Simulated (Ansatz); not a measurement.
**C2H4BFO: one species, many methods**

How much do the methods differ for C2H4BFO? The plan is to run it at one geometry with functionals of several rungs and with coupled cluster. The yardstick is the atomisation energy at the CCSD(T) limit.

The runs use Ansatz 0.2.0, Gaussian basis; functionals in def2-TZVPP, the program's frozen cores in correlated methods.

Levels to be run: LDA (SPW92), PBE-D4, revPBE-D4, BLYP-D4, r2SCAN-D4, B97M-V, PBE0-D4, B3LYP-D4, r2SCANh-D4, r2SCAN0-D4, HSE06-D4, BHLYP-D4, CAM-B3LYP-D4, LC-ωPBE, ωB97X-V, ωB97M-V, B2PLYP, PBE-QIDH; CCSD(T)/def2-SVP; CCSD(T)/def2-TZVPP; MP2/def2-QZVPP; extrapolation to the limit; RPA on PBE.

## 1. The relaxed structure

The geometry comes from an earlier relaxation with PBE0-D4 in a triple-zeta def2 set; it is a stationary point, not always the lowest conformer.

9 atoms, charge 0, spin multiplicity 1.

Atoms are counted from 1 here; the program's logs count them from 0.

Bond lengths: B1–C2 1.508 Å, B1–H6 1.196 Å, B1–H7 1.197 Å, C2–C3 1.343 Å, C2–H8 1.085 Å, C3–O4 1.321 Å, C3–F5 1.324 Å, O4–H9 0.965 Å. Angles: C2–B1–H6 120.8°, C2–B1–H7 120.0°, H6–B1–H7 119.3°, B1–C2–C3 122.9°, B1–C2–H8 123.4°, C3–C2–H8 113.7°, C2–C3–O4 125.3°, C2–C3–F5 123.3°, O4–C3–F5 111.3°, C3–O4–H9 109.7°.

Geometry (Å):

```
B     0.49616    1.28387    0.92345
C     0.65002    0.02641    0.10504
C    -0.39110   -0.60877   -0.45846
O    -0.31258   -1.71037   -1.18302
F    -1.64333   -0.19245   -0.34858
H    -0.58236    1.76907    1.10252
H     1.46003    1.80706    1.40183
H     1.60594   -0.44997   -0.08461
H    -1.19438   -1.97116   -1.47528
```

## 2. LDA

This LDA is Slater exchange with PW92 correlation.

in.yaml reads:

```yaml
crystal:
  periodic: [false, false, false]
  atoms:
    - {symbol: B, position_ang: [0.496160, 1.283873, 0.923454]}
    - {symbol: C, position_ang: [0.650017, 0.026406, 0.105040]}
    - {symbol: C, position_ang: [-0.391104, -0.608774, -0.458455]}
    - {symbol: O, position_ang: [-0.312576, -1.710372, -1.183024]}
    - {symbol: F, position_ang: [-1.643330, -0.192447, -0.348581]}
    - {symbol: H, position_ang: [-0.582359, 1.769075, 1.102521]}
    - {symbol: H, position_ang: [1.460032, 1.807060, 1.401833]}
    - {symbol: H, position_ang: [1.605937, -0.449965, -0.084609]}
    - {symbol: H, position_ang: [-1.194377, -1.971159, -1.475280]}
basis:
  gaussian: {orbitals: def2-TZVPP}
hamiltonian: {xc: lda}
output: {orbitals: {seedname: orbitals}}
```

On the command line:

```bash
$ ansatz run in.yaml --threads 2 --pin off --events-out ev --progress --plain --max-ram 4352MiB
```

Further steps of the session: PBE-D4 (GGA); revPBE-D4 (GGA); BLYP-D4 (GGA); r2SCAN-D4 (meta-GGA); B97M-V (meta-GGA); B3LYP-D4 (hybrid); r2SCANh-D4 (hybrid); r2SCAN0-D4 (hybrid); HSE06-D4 (hybrid); BHLYP-D4 (hybrid); CAM-B3LYP-D4 (range-separated); LC-ωPBE (range-separated); ωB97X-V (range-separated); ωB97M-V (range-separated); B2PLYP (double hybrid); PBE-QIDH (double hybrid); CCSD(T) in def2-SVP; CCSD(T) in def2-TZVPP; MP2 in def2-QZVPP; RPA on PBE orbitals.

Q: Predict the results of all the runs planned. Wanted: atomisation energy, CCSD(T)/CBS; farthest beyond LDA; mean size of error, GGA; mean size of error, meta-GGA; mean size of error, hybrid; mean size of error, range-separated; mean size of error, double hybrid; gap, smallest and largest; T1 diagnostic.

As calculated:

```
                               quantity                                      value
        atomisation energy, CCSD(T)/CBS                                  37.314 eV
    functionals within 0.187 eV (0.5 %)                           B2PLYP, PBE-QIDH
                    farthest beyond LDA                         PBE-D4 (+1.550 eV)
                mean size of error, GGA                                   0.788 eV
           mean size of error, meta-GGA                                   0.475 eV
             mean size of error, hybrid                                   0.505 eV
    mean size of error, range-separated                                   0.338 eV
      mean size of error, double hybrid                                   0.070 eV
              gap, smallest and largest  4.03 eV (LDA (SPW92)), 10.93 eV (LC-ωPBE)
                          T1 diagnostic                                     0.0131
triples share of the correlation energy                                      3.8 %
```

In words: LDA overbinds by 6.670 eV (18 %). PBE-D4 is off by +1.550 eV. Double hybrids carry the basis error of their MP2 part in triple zeta, and no dispersion term here, so their miss is partly the set-up's. By mean error the best rung here is double hybrid (0.070 eV) and the worst beyond LDA is GGA (0.788 eV). Misses under about 0.187 eV are within the doubt on the reference itself, which lacks core-valence correlation, relativity and higher excitations. Hartree-Fock recovers 73 % of the binding; the rest is correlation. CCSD(T) in def2-SVP is off by -1.642 eV, which most functionals beat. Orbital gaps span 4.0 to 10.9 eV; exact exchange widens them.
